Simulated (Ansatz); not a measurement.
# BCl3H2O: the cost of one run

Method: RHF/def2-SVP, in Ansatz 0.2.0.

## 1. The structure to begin with

Bond lengths: B1–Cl2 2.210 Å, B1–Cl3 1.860 Å, B1–Cl4 1.860 Å, B1–O5 1.710 Å, O5–H6 1.010 Å, Cl2–H7 1.346 Å, O5–H7 1.148 Å. Angles: B1–Cl2–H7 63.4°, Cl2–B1–Cl3 120.0°, Cl2–B1–Cl4 120.0°, Cl2–B1–O5 71.6°, Cl3–B1–Cl4 120.0°, Cl3–B1–O5 97.0°, Cl4–B1–O5 101.2°, B1–O5–H6 109.5°, B1–O5–H7 87.0°, H6–O5–H7 140.4°, Cl2–H7–O5 137.9°.

Coordinates:

```xyz
7

B     0.0000    0.0000    0.0000
Cl    0.0000    0.0000    2.2100
Cl    1.6108    0.0000   -0.9300
Cl   -1.6108    0.0000   -0.9300
O     0.0715   -1.6212    0.5392
H    -0.4750   -2.2058   -0.0770
H     0.0530   -1.2026    1.6085
```

## 2. Pulling towards end A

Springs on the bonds that form and break draw the guess towards this end; the thresholds are loose.

The input, input.yaml:

```yaml
crystal:
  periodic: [false, false, false]
  atoms:
    - { symbol: B, position_ang: [0.0, 0.0, 0.0] }
    - { symbol: Cl, position_ang: [0.0, 0.0, 2.21] }
    - { symbol: Cl, position_ang: [1.6108, 0.0, -0.93] }
    - { symbol: Cl, position_ang: [-1.6108, 0.0, -0.93] }
    - { symbol: O, position_ang: [0.0715, -1.6212, 0.5392] }
    - { symbol: H, position_ang: [-0.475, -2.2058, -0.077] }
    - { symbol: H, position_ang: [0.053, -1.2026, 1.6085] }
basis:
  gaussian: { orbitals: def2-SVP }
hamiltonian:
  xc: hf
relax:
  f_tol: 0.15
  max_steps: 25
  restrain:
    - { distance: [0, 4], at: 2.61, k: 30.0 }
    - { distance: [6, 1], at: 2.57, k: 30.0 }
    - { distance: [0, 1], at: 1.86, k: 30.0 }
    - { distance: [6, 4], at: 1.01, k: 30.0 }
output:
  orbitals: {}
```

Run with:

```
> ansatz run input.yaml --threads 1 --pin off --max-ram 2048MiB --backend cpu --events-out ev --progress --plain --runs-dir out
```

What time and memory should one allow on 1 thread of Intel Xeon Platinum 8175M at 2.50GHz (Skylake/Cascade Lake), shared host?

About 24 s, with a peak of 0.2 GiB.
